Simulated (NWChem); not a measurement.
# the pair CH5BS···BH3O, step by step

We compute a single-point energy (singlet CH8B2OS, TPSS-D2/STO-3G), then the energy (singlet CH5BS, TPSS-D2/STO-3G), then the energy (singlet BH3O, TPSS-D2/STO-3G), then the energy (singlet CH5BS, TPSS-D2/STO-3G), then the energy (singlet BH3O, TPSS-D2/STO-3G) of CH8B2OS and its partners. 

Program for the calculation: NWChem 7.3.0.

### 1 Starting point

The species is CH8B2OS (13 atoms), meant as a singlet with charge 0. The two molecules were placed rigidly side by side, at 1.3 times their contact distance; the pair isn't optimised.

Bond lengths: C1–B2 1.558 Å, B2–S3 1.782 Å, B9–O10 1.348 Å, C1–H4 1.096 Å, C1–H5 1.096 Å, C1–H6 1.092 Å, B2–H7 1.195 Å, S3–H8 1.343 Å, B9–H11 1.196 Å, B9–H12 1.202 Å, O10–H13 0.961 Å. Some angles: C1–B2–S3 119.7°, C1–B2–H7 121.8°, S3–B2–H7 118.5°, B2–C1–H4 109.6°, B2–C1–H5 109.5°, B2–C1–H6 115.2°, B2–S3–H8 98.9°, B9–O10–H13 113.5°, O10–B9–H11 116.8°, O10–B9–H12 120.7°.

### 2 The energy at TPSS-D2/STO-3G (run 1)

m1.nw

```
start m1
memory stack 880 mb heap 220 mb global 1100 mb
geometry units angstrom noautosym nocenter noautoz
C    -0.644210    0.855040   -0.258840
B     0.331090   -0.354660   -0.147340
S     0.586590   -1.140860    1.431460
H    -1.425410    0.629840   -0.994140
H    -0.108310    1.721540   -0.663340
H    -1.124810    1.151740    0.675260
H     0.920790   -0.778060   -1.096840
H     1.464290   -2.084560    1.053760
B     3.209410    3.341610    1.644450
O     3.460390    3.426920    0.323050
H     3.715420    2.430740    2.231980
H     2.507840    4.151600    2.188390
H     3.031330    4.174550   -0.101060
end
basis spherical bse
C library STO-3G
B library STO-3G
S library STO-3G
H library STO-3G
O library STO-3G
end
dft
xc xtpss03 ctpss03
disp vdw 2
grid fine
convergence energy 1e-08
maxiter 100
mulliken
print low
end
task dft energy
```

Run with:

```sh
nwchem m1.nw > m1.out
```

Output, cut to the lines that bear on the results:

```text
[...]
 d= 0,ls=0.0,diis     1   -559.5056658022 -7.30D+02  6.00D-02  5.70D-01     1.3
[...]
 d= 0,ls=0.0,diis    10   -559.6202827498 -1.22D-09  3.41D-07  8.61D-11     8.2
         Total DFT energy =     -559.620282749812
      One electron energy =    -1110.334927765358
           Coulomb energy =      431.081040129826
    Exchange-Corr. energy =      -51.135098228472
 Nuclear repulsion energy =      170.774604525122
    Dispersion correction =       -0.005901410929
[...]
      Total Density - Mulliken Population Analysis
     ---------------------------------------------
    Atom       Charge   Shell Charges
 -----------   ------   -------------------------------------------------------
    1 C    6     6.31   1.99  1.21  3.11
    2 B    5     4.93   1.99  0.99  1.95
    3 S   16    15.89   2.00  2.00  5.95  1.87  4.07
    4 H    1     0.93   0.93
    5 H    1     0.93   0.93
    6 H    1     0.94   0.94
    7 H    1     1.07   1.07
    8 H    1     1.00   1.00
    9 B    5     4.83   1.99  0.95  1.89
   10 O    8     8.27   2.00  1.83  4.44
[...]
```

It took 9 s on 1 thread of Intel Xeon Platinum 8488C (Sapphire Rapids), shared host; peak memory 0.12 GiB.

### 3 CH5BS: a single-point energy at TPSS-D2/STO-3G (run 2)

m1.nw

```
start m1
title "CH5BS energy"
memory stack 880 mb heap 220 mb global 1100 mb

geometry units au noautosym nocenter noautoz
   C  -1.21738047  1.61579143 -0.48913671
   B   0.62566942 -0.67021027 -0.27843225
   S   1.10849445 -2.15591295  2.70506736
   H  -2.69363452  1.19022510 -1.87865233
   H  -0.20467624  3.25323911 -1.25353093
   H  -2.12558284  2.17647317  1.27605646
   H   1.74004092 -1.47032031 -2.07272720
   H   2.76710707 -3.93924749  1.99131780
end

basis spherical bse
   * library STO-3G
end

dft
   xc xtpss03 ctpss03
   disp vdw 2
   grid fine
   convergence energy 1e-08
   maxiter 100
   mulliken
   noprint "final vectors analysis"
end

task dft energy
```

Run with:

```sh
nwchem m1.nw > m1.out
```

Output, cut to the lines that bear on the results:

```text
[...]
          Wavefunction type:  closed shell.
          No. of atoms     :     8
          No. of electrons :    32
[...]
          Charge           :     0
          Spin multiplicity:     1
[...]
          AO basis - number of functions:    24
[...]
              XC Information
              --------------
                  TPSS metaGGA Exchange Functional  1.000
             TPSS03 metaGGA Correlation Functional  1.000
[...]
 d= 0,ls=0.0,diis     1   -458.9990428587 -5.47D+02  6.61D-02  2.44D-01     0.6
[...]
 d= 0,ls=0.0,diis     8   -459.0486666333 -5.62D-10  8.16D-06  3.67D-08     3.2
         Total DFT energy =     -459.048666633336
      One electron energy =     -809.162561438565
           Coulomb energy =      298.927112212445
    Exchange-Corr. energy =      -37.243162683085
 Nuclear repulsion energy =       88.433890160129
    Dispersion correction =       -0.003944884261
[...]
      Total Density - Mulliken Population Analysis
     ---------------------------------------------
    Atom       Charge   Shell Charges
 -----------   ------   -------------------------------------------------------
    1 C    6     6.31   1.99  1.21  3.11
    2 B    5     4.93   1.99  0.99  1.95
    3 S   16    15.90   2.00  2.00  5.95  1.87  4.08
    4 H    1     0.93   0.93
    5 H    1     0.93   0.93
    6 H    1     0.94   0.94
    7 H    1     1.07   1.07
    8 H    1     1.00   1.00
[...]
```

Run time: 3.9 s. Hardware: 1 thread of Intel Xeon Platinum 8488C (Sapphire Rapids), shared host; peak memory 0.12 GiB.

### 4 BH3O: the energy at TPSS-D2/STO-3G (run 3)

work.nw

```
start work
title "BH3O TPSS"
memory 2200 mb

geometry units angstroms noautosym nocenter noautoz
 B        3.209410       3.341610       1.644450
 O        3.460390       3.426920       0.323050
 H        3.715420       2.430740       2.231980
 H        2.507840       4.151600       2.188390
 H        3.031330       4.174550      -0.101060
end

basis spherical bse
 * library STO-3G
end

dft
 xc xtpss03 ctpss03
 disp vdw 2
 grid fine
 convergence energy 1e-08
 iterations 100
 mulliken
 print low
end

task dft
```

Run with:

```sh
nwchem work.nw > work.out
```

Output, cut to the lines that bear on the results:

```text
[...]
 d= 0,ls=0.0,diis     1   -100.5057998647 -1.31D+02  1.20D-01  3.28D-01     0.3
[...]
 d= 0,ls=0.0,diis     7   -100.5709120815 -2.36D-09  1.77D-06  4.83D-10     1.3
         Total DFT energy =     -100.570912081477
      One electron energy =     -197.282205058367
           Coulomb energy =       80.200211792842
    Exchange-Corr. energy =      -13.892301034112
 Nuclear repulsion energy =       30.404748870724
    Dispersion correction =       -0.001366652564
[...]
      Total Density - Mulliken Population Analysis
     ---------------------------------------------
    Atom       Charge   Shell Charges
 -----------   ------   -------------------------------------------------------
    1 B    5     4.83   1.99  0.95  1.89
    2 O    8     8.27   2.00  1.83  4.44
    3 H    1     1.07   1.07
    4 H    1     1.08   1.08
    5 H    1     0.76   0.76
[...]
```

Run time: 1.9 s. Hardware: 1 thread of Intel Xeon Platinum 8488C (Sapphire Rapids), shared host; peak memory 0.11 GiB.

### 5 CH5BS among ghost functions: a single-point energy at TPSS-D2/STO-3G (with ghost functions) (run 4)

geom.nw

```
start geom
title "CH5BS energy"
memory stack 880 mb heap 220 mb global 1100 mb

geometry noautosym nocenter noautoz
 C     -0.644210     0.855040    -0.258840
 B      0.331090    -0.354660    -0.147340
 S      0.586590    -1.140860     1.431460
 H     -1.425410     0.629840    -0.994140
 H     -0.108310     1.721540    -0.663340
 H     -1.124810     1.151740     0.675260
 H      0.920790    -0.778060    -1.096840
 H      1.464290    -2.084560     1.053760
 bqB      3.209410     3.341610     1.644450
 bqO      3.460390     3.426920     0.323050
 bqH      3.715420     2.430740     2.231980
 bqH      2.507840     4.151600     2.188390
 bqH      3.031330     4.174550    -0.101060
end

basis spherical bse
 C library STO-3G
 B library STO-3G
 S library STO-3G
 H library STO-3G
 bqB library B STO-3G
 bqO library O STO-3G
 bqH library H STO-3G
end

dft
 xc xtpss03 ctpss03
 disp vdw 2
 grid fine
 convergence energy 1e-08
 iterations 100
 mulliken
 print low
end

task dft energy
```

Run with:

```sh
nwchem geom.nw > geom.out
```

Output, cut to the lines that bear on the results:

```text
[...]
 d= 0,ls=0.0,diis     1   -458.9990472789 -5.47D+02  4.29D-02  2.44D-01     1.2
[...]
 d= 0,ls=0.0,diis     8   -459.0486711834 -5.59D-10  5.30D-06  3.68D-08     6.2
         Total DFT energy =     -459.048671183400
      One electron energy =     -809.162535021385
           Coulomb energy =      298.927072625581
    Exchange-Corr. energy =      -37.243160507401
 Nuclear repulsion energy =       88.433896602954
    Dispersion correction =       -0.003944883150
[...]
      Total Density - Mulliken Population Analysis
     ---------------------------------------------
    Atom       Charge   Shell Charges
 -----------   ------   -------------------------------------------------------
    1 C    6     6.31   1.99  1.21  3.11
    2 B    5     4.93   1.99  0.99  1.95
    3 S   16    15.90   2.00  2.00  5.95  1.87  4.08
    4 H    1     0.93   0.93
    5 H    1     0.93   0.93
    6 H    1     0.94   0.94
    7 H    1     1.07   1.07
    8 H    1     1.00   1.00
    9 X    0     0.00  -0.00  0.00  0.00
   10 X    0    -0.00  -0.00 -0.00  0.00
[...]
```

Run time: 6.9 s. Hardware: 1 thread of Intel Xeon Platinum 8488C (Sapphire Rapids), shared host; peak memory 0.12 GiB.

### 6 BH3O among ghost functions: the energy at TPSS-D2/STO-3G (with ghost functions) (run 5)

bh3o.nw

```
start bh3o
title "BH3O TPSS"
memory stack 880 mb heap 220 mb global 1100 mb

geometry units angstrom noautosym nocenter noautoz
  B      3.209410     3.341610     1.644450
  O      3.460390     3.426920     0.323050
  H      3.715420     2.430740     2.231980
  H      2.507840     4.151600     2.188390
  H      3.031330     4.174550    -0.101060
  bqC     -0.644210     0.855040    -0.258840
  bqB      0.331090    -0.354660    -0.147340
  bqS      0.586590    -1.140860     1.431460
  bqH     -1.425410     0.629840    -0.994140
  bqH     -0.108310     1.721540    -0.663340
  bqH     -1.124810     1.151740     0.675260
  bqH      0.920790    -0.778060    -1.096840
  bqH      1.464290    -2.084560     1.053760
end

basis spherical bse
  B library STO-3G
  O library STO-3G
  H library STO-3G
  bqC library C STO-3G
  bqB library B STO-3G
  bqS library S STO-3G
  bqH library H STO-3G
end

dft
  xc xtpss03 ctpss03
  disp vdw 2
  grid fine
  convergence energy 1e-08
  maxiter 100
  mulliken
  noprint "final vectors analysis"
end

task dft energy
```

Run with:

```sh
nwchem bh3o.nw > bh3o.out
```

Output, cut to the lines that bear on the results:

```text
[...]
          Wavefunction type:  closed shell.
          No. of atoms     :    13
          No. of electrons :    16
[...]
          Charge           :     0
          Spin multiplicity:     1
[...]
          AO basis - number of functions:    37
[...]
              XC Information
              --------------
                  TPSS metaGGA Exchange Functional  1.000
             TPSS03 metaGGA Correlation Functional  1.000
[...]
 d= 0,ls=0.0,diis     1   -100.5058031691 -1.31D+02  4.20D-02  3.28D-01     0.9
[...]
 d= 0,ls=0.0,diis    15   -100.5709149788 -4.99D-09  8.79D-08  3.72D-12     9.9
         Total DFT energy =     -100.570914978789
      One electron energy =     -197.282168043948
           Coulomb energy =       80.200163438764
    Exchange-Corr. energy =      -13.892292591765
 Nuclear repulsion energy =       30.404748870724
    Dispersion correction =       -0.001366652564
[...]
      Total Density - Mulliken Population Analysis
     ---------------------------------------------
    Atom       Charge   Shell Charges
 -----------   ------   -------------------------------------------------------
    1 B    5     4.83   1.99  0.95  1.89
    2 O    8     8.27   2.00  1.83  4.44
    3 H    1     1.07   1.07
    4 H    1     1.08   1.08
    5 H    1     0.76   0.76
    6 X    0    -0.00  -0.00 -0.00 -0.00
    7 X    0     0.00  -0.00  0.00  0.00
    8 X    0     0.00   0.00  0.00 -0.00  0.00  0.00
    9 X    0     0.00   0.00
   10 X    0     0.00   0.00
[...]
```

It took 11 s on 1 thread of Intel Xeon Platinum 8488C (Sapphire Rapids), shared host; peak memory 0.12 GiB.

### 7 Results

| quantity | value |
| --- | --- |
| run 1, TPSS-D2/STO-3G: total energy | -559.62028 Eh |
| run 1, TPSS-D2/STO-3G: dispersion energy | -15.49 kJ/mol |
| CH5BS: total energy | -459.04867 Eh |
| CH5BS: dipole moment | 0.80 D |
| CH5BS: dispersion energy | -10.36 kJ/mol |
| BH3O: total energy | -100.57091 Eh |
| BH3O: dispersion energy | -3.59 kJ/mol |
| CH5BS among ghost functions: total energy | -459.04867 Eh |
| CH5BS among ghost functions: dispersion energy | -10.36 kJ/mol |
| BH3O among ghost functions: total energy | -100.57091 Eh |
| BH3O among ghost functions: dipole moment | 1.88 D |
| BH3O among ghost functions: dispersion energy | -3.59 kJ/mol |
| interaction energy of the rigid parts CH5BS and BH3O (parts in their own basis; closest atoms 4.02 Å apart) | -0.019 eV |
| interaction energy of the rigid parts CH5BS and BH3O (parts in the whole basis, counterpoise; closest atoms 4.02 Å apart) | -0.019 eV |

In words: The interaction energy of the rigid parts CH5BS and BH3O (parts in their own basis; closest atoms 4.02 Å apart) is −0.02 eV (−1.8 kJ/mol). Without counterpoise this holds the superposition error of the basis. The interaction energy of the rigid parts CH5BS and BH3O (parts in the whole basis, counterpoise; closest atoms 4.02 Å apart) is −0.02 eV (−0.4 kcal/mol). The basis-set superposition error is 0.0 kJ/mol. Mulliken charges (run 1, TPSS-D2/STO-3G) run from -0.31 on C1 to +0.24 on H13. Mulliken charges (CH5BS) run from -0.31 on C1 to +0.10 on S3. Mulliken charges (BH3O) run from -0.27 on O2 to +0.24 on H5; they depend strongly on the basis.
